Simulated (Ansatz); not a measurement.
The system is CoSn.

```xyz
6
Lattice="5.2460 0.0000 0.0000 -2.6230 4.5432 0.0000 0.0000 0.0000 4.1876" Properties=species:S:1:pos:R:3 pbc="T T T"
Sn    0.0000    0.0000    0.0000
Sn    0.0000    3.0288    2.0938
Sn    2.6230    1.5144    2.0938
Co    2.6230    0.0000    0.0000
Co    1.3115    2.2716    0.0000
Co   -1.3115    2.2716    0.0000
```

The cell is a database's computed one.

Base run:

| Quantity | Value |
| --- | --- |
| Program | Ansatz 0.2.0 |
| Functional | PBEsol |
| Potentials or basis | Ansatz PAW |
| Cutoff | 420 eV (not typed: the program's choice for these potentials) |
| k mesh | 5 × 5 × 6 |
| Occupations | fermi-dirac, width 0.05 eV |
| Spin | collinear spin, ferromagnetic start |
| Starting moments | [0.0, 0.0, 0.0, 1.0, 1.0, 1.0] μB |
| Fixed moment | 3 μB |

Its results: pressure 0.6 GPa; site moments Sn +0.02, +0.00; Co +0.95 μB.

Problem. After a change of settings the same cell gave: pressure -1.2 GPa; site moments Sn +0.00; Co +0.48 μB. Which change was it?
A. fixed moment from 3 μB to 1.5 μB; moments at the start from [0.0, 0.0, 0.0, 1.0, 1.0, 1.0] to [0.0, 0.0, 0.0, 0.5, 0.5, 0.5]
B. fixed moment from 3 μB to 12 μB; moments at the start from [0.0, 0.0, 0.0, 1.0, 1.0, 1.0] to [0.0, 0.0, 0.0, 4.0, 4.0, 4.0]
C. fixed moment from 3 μB to 9 μB; moments at the start from [0.0, 0.0, 0.0, 1.0, 1.0, 1.0] to [0.0, 0.0, 0.0, 3.0, 3.0, 3.0]
D. fixed moment from 3 μB to 6 μB; moments at the start from [0.0, 0.0, 0.0, 1.0, 1.0, 1.0] to [0.0, 0.0, 0.0, 2.0, 2.0, 2.0]

Solution. A.

Caveats: the total moment is fixed, so each spin has its own Fermi level; the PAW data sets come from PBE, with cores solved anew for the run's functional, which leaves a small shift of forces and pressure; the thresholds are loose for stress.
